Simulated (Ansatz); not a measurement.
# ZrSn3O8: the band gap up the ladder of functionals

An exercise on one series of results from a longer session: the logs are not shown, and one member is left open.

Program: Ansatz 0.2.0. PAW datasets, plane waves. No spin polarisation. The prototype was imposed, so other structures may be more stable.

### The system as given

The cell was relaxed beforehand with r2SCAN.

The symmetry is Pmm2 (No. 25, orthorhombic); conventional cell a = 3.516 Å, b = 7.236 Å, c = 5.395 Å, 11.44 Å³ an atom. Sn has 4 O at 2.01–2.02 Å; Sn has 4 O at 2.02–2.04 Å; O has 1 Sn at 2.01 Å and 1 Zr at 2.08 Å; O has 2 Sn at 2.03 Å; O has 2 Sn at 2.02 Å.

Coordinates:

```
Sn O Zr
1.0
     3.51608    0.00000    0.00000
     0.00000    7.23594    0.00000
     0.00000    0.00000    5.39494
Sn O Zr
3 8 1
Direct
  0.50000 0.00000 0.48906
  0.00000 0.74882 0.00598
  0.00000 0.25118 0.00598
  0.50000 0.75250 0.31938
  0.00000 0.00000 0.17298
  0.00000 0.00000 0.67389
  0.50000 0.74292 0.82061
  0.50000 0.24750 0.31938
  0.00000 0.50000 0.18557
  0.00000 0.50000 0.68331
  0.50000 0.25708 0.82061
  0.50000 0.50000 0.50325
```

Set-up of the first run:

File input.yaml:

```yaml
crystal:
  lattice:
    - [3.5160839293, 0.0, 0.0]
    - [0.0, 7.2359363215, 0.0]
    - [0.0, 0.0, 5.3949401286]
  atoms:
    - { symbol: Sn, position: [0.5, 0.0, 0.489055698] }
    - { symbol: Sn, position: [0.0, 0.7488188756, 0.0059806207] }
    - { symbol: O, position: [0.5, 0.7524972364, 0.3193830346] }
    - { symbol: O, position: [0.0, 0.0, 0.1729768662] }
    - { symbol: O, position: [0.0, 0.0, 0.673891302] }
    - { symbol: O, position: [0.5, 0.742918116, 0.8206092558] }
    - { symbol: Zr, position: [0.5, 0.5, 0.5032474279] }
    - { symbol: Sn, position: [0.0, 0.2511811244, 0.0059806207] }
    - { symbol: O, position: [0.5, 0.2475027636, 0.3193830346] }
    - { symbol: O, position: [0.0, 0.5, 0.1855730284] }
    - { symbol: O, position: [0.0, 0.5, 0.6833098552] }
    - { symbol: O, position: [0.5, 0.257081884, 0.8206092558] }
kpoints:
  mp_grid: { grid: [8, 4, 6] }
  band_path:
    path:
      - [[0.0, 0.0, 0.0], [0.5, 2.444335331554e-18, -4.577592570283e-34], [0.5, 0.5, -4.612504249866e-34], [5.383697835213e-35, 0.5, -3.491167958307e-36], [0.0, 0.0, 0.0], [5.34672068724e-51, 1.776671259721e-51, 0.5], [0.5, 2.444335331554e-18, 0.5], [0.5, 0.5, 0.5], [6.492362874062e-35, 0.5, 0.5], [5.34672068724e-51, 1.776671259721e-51, 0.5]]
      - [[0.5, 2.444335331554e-18, -4.577592570283e-34], [0.5, 2.444335331554e-18, 0.5]]
      - [[5.383697835213e-35, 0.5, -3.491167958307e-36], [6.492362874062e-35, 0.5, 0.5]]
      - [[0.5, 0.5, -4.612504249866e-34], [0.5, 0.5, 0.5]]
    npoints: 10
hamiltonian:
  xc: pbe
scf:
  occupations: { method: fermi_dirac, width: 0.02 }
  n_extra_bands: 7
output:
  forces: true
  stress: true
  eigenvalues: true
  write_density: true
  write_potential: true
  elf: true
  volumetric_format: npy
```

Steps of the session up to this table: Band structure with PBE; r2SCAN at the same geometry; HSE06; PBE+SOC; PBE0 at the same geometry.

One table of the session follows, with a row left open; its other results are not shown here.

```
  level  gap (eV)
    PBE         ?
 r2SCAN      2.40
  HSE06      3.28
PBE+SOC      1.83
   PBE0      4.00
```

Q: Estimate the row for PBE from the others.

**Answer.** gap (eV): 1.82. In the column «gap (eV)» it is the lowest.

Meshes: PBE 8×4×6, r2SCAN 8×4×6, HSE06 4×2×4, PBE+SOC 8×4×6, PBE0 4×2×4

In words: The gap runs from 1.82 eV (PBE) to 4.00 eV (PBE0). PBE reaches 56 % of the HSE06 value, and r2SCAN 73 %. PBE0 lies 0.72 eV above HSE06, which differs from it by screening the long-range exchange.

Limits of these values: Warnings in the runs' records: stress scf threshold loose, stress exchange threshold loose.
